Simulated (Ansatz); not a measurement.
# C2H7ClO2Si: the cost of one run

Method: RKS PBE-D4/STO-3G, in Ansatz 0.2.0.

## Step 1: The structure to begin with

Bond lengths: Si1–Cl2 2.130 Å, Si1–O3 1.680 Å, O3–C4 1.420 Å, C4–H5 1.110 Å, C4–H6 1.110 Å, C4–H7 1.110 Å, Si1–O8 1.679 Å, O8–C9 1.420 Å, C9–H10 1.110 Å, C9–H11 1.110 Å, C9–H12 1.110 Å, Si1–H13 1.459 Å. Angles (14 of 20 angles, heavy atoms first): Cl2–Si1–O3 109.4°, Cl2–Si1–O8 109.5°, O3–Si1–O8 109.5°, Si1–O3–C4 125.0°, Si1–O8–C9 125.0°, Cl2–Si1–H13 109.5°, O3–Si1–H13 109.5°, O8–Si1–H13 109.5°, O3–C4–H5 109.5°, O3–C4–H6 109.5°, O3–C4–H7 109.5°, O8–C9–H10 109.5°, O8–C9–H11 109.5°, O8–C9–H12 109.5°.

As a file:

```xyz
13

Si    0.0000    0.0000    0.0000
Cl    0.0000    0.0000    2.1300
O     1.5842    0.0000   -0.5594
C     2.3503   -1.1632   -0.8360
H     1.7187   -1.9052   -1.3675
H     3.2179   -0.8926   -1.4733
H     2.7141   -1.6023    0.1163
O    -0.7913    1.3709   -0.5594
C    -2.1512    1.4177   -0.9653
H    -2.7687    0.8215   -0.2614
H    -2.5023    2.4707   -0.9639
H    -2.2473    0.9975   -1.9882
H    -0.6877   -1.1914   -0.4862
```

## Step 2: Relaxing the start

Input file input.yaml:

```yaml
crystal:
  periodic: [false, false, false]
  atoms:
    - { symbol: Si, position_ang: [0.0, 0.0, 0.0] }
    - { symbol: Cl, position_ang: [0.0, 0.0, 2.13] }
    - { symbol: O, position_ang: [1.5842, 0.0, -0.5594] }
    - { symbol: C, position_ang: [2.3503, -1.1632, -0.836] }
    - { symbol: H, position_ang: [1.7187, -1.9052, -1.3675] }
    - { symbol: H, position_ang: [3.2179, -0.8926, -1.4733] }
    - { symbol: H, position_ang: [2.7141, -1.6023, 0.1163] }
    - { symbol: O, position_ang: [-0.7913, 1.3709, -0.5594] }
    - { symbol: C, position_ang: [-2.1512, 1.4177, -0.9653] }
    - { symbol: H, position_ang: [-2.7687, 0.8215, -0.2614] }
    - { symbol: H, position_ang: [-2.5023, 2.4707, -0.9639] }
    - { symbol: H, position_ang: [-2.2473, 0.9975, -1.9882] }
    - { symbol: H, position_ang: [-0.6877, -1.1914, -0.4862] }
basis:
  gaussian: { orbitals: STO-3G }
hamiltonian:
  xc: pbe
  dispersion: d4
relax:
  f_tol: 0.02
  max_steps: 40
```

On the command line:

```
> ansatz run input.yaml --threads 1 --pin off --max-ram 2048MiB --backend cpu --events-out ev --progress --plain --runs-dir out
```

What time and memory should one allow on 1 thread of AMD EPYC 9R45 (Zen 5), shared host?

About 18 s, with a peak of 0.17 GiB.
